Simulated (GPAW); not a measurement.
## MnHg in GPAW: convergence with smearing width (eV)

Input of the first run (smearing width (eV) 0.5); the others differ in this setting and in those tied to it:

run.py

```python
from ase.dft.bandgap import bandgap
from ase.io import read, write
from ase.units import GPa
from gpaw import GPAW, PW

atoms = read('POSCAR')
atoms.set_initial_magnetic_moments([0.0, 4.0])

calc = GPAW(mode=PW(600),
            xc='PBE',
            kpts={'size': (5, 5, 5), 'gamma': True},
            occupations={'name': 'methfessel-paxton', 'width': 0.5},
            nbands=25,
            convergence={'density': 1e-05, 'energy': 1e-05},
            maxiter=100,
            txt='gpaw.txt')
atoms.calc = calc
energy = atoms.get_potential_energy()
forces = atoms.get_forces()
stress = atoms.get_stress()
calc.write('gs.gpw')
write('result.traj', atoms)
print(f'Energy: {energy:.6f} eV')
print('Forces (eV/A):')
print(forces.round(4))
print('Stress (GPa):', (stress / GPa).round(3))
print('Moments:', calc.get_magnetic_moments().round(3))
print('Fermi level:', round(calc.get_fermi_level(), 4), 'eV')
print(f'Gap: {bandgap(calc)[0]:.4f} eV, direct: {bandgap(calc, direct=True)[0]:.4f} eV')
```

Contents of POSCAR:

```
MnHg
1.0
    3.2880000000      0.0000000000      0.0000000000
    0.0000000000      3.2880000000      0.0000000000
    0.0000000000      0.0000000000      3.3130000000
Hg Mn
1 1
Direct
    0.0000000000      0.0000000000      0.0000000000
    0.5000000000      0.5000000000      0.5000000000
```

Potentials or basis: GPAW PAW data sets (gpaw-data 1.2.1), pw.

The run is started by

```console
$ OMP_NUM_THREADS=1 python run.py
```

Hardware: 1 thread of INTEL(R) XEON(R) PLATINUM 8581C CPU @ 2.10GHz (Emerald Rapids), on a shared host.

```tsv
smearing width (eV)	energy less the tightest run, at zero smearing (meV/atom)	pressure (GPa)	largest site moment (μB)	SCF cycles	CPU time (s)	peak memory (GiB)
0.5	-11.88	1.98	3.64	12	15	0.17
0.3	-6.05	2.37	3.69	12	14	0.17
0.2	-3.19	2.52	3.71	13	16	0.17
0.15	-1.89	2.53	3.71	13	15	0.17
0.1	-0.87	2.52	3.71	13	16	0.17
0.05	-0.11	2.55	3.71	13	16	0.17
0.025	0.05	2.60	3.72	14	16	0.17
0.01	0.00	2.66	3.72	11	14	0.17
```

Against the tightest run, the energy stays within 1 meV/atom from 0.1 on; the pressure stays within 0.1 GPa from 0.025 on; the largest site moment stays within 0.02 μB from 0.2 on. Narrower smearing needs a denser k mesh, so at a fixed mesh the narrowest width isn't the most accurate. The tightest run that finished is the yardstick and may itself not be fully converged.

Caveat, for the tightest run too: the k mesh is coarse (spacing up to 0.38 Å⁻¹), so the values aren't converged. Spin-orbit coupling is left out, which matters for the levels of Hg.
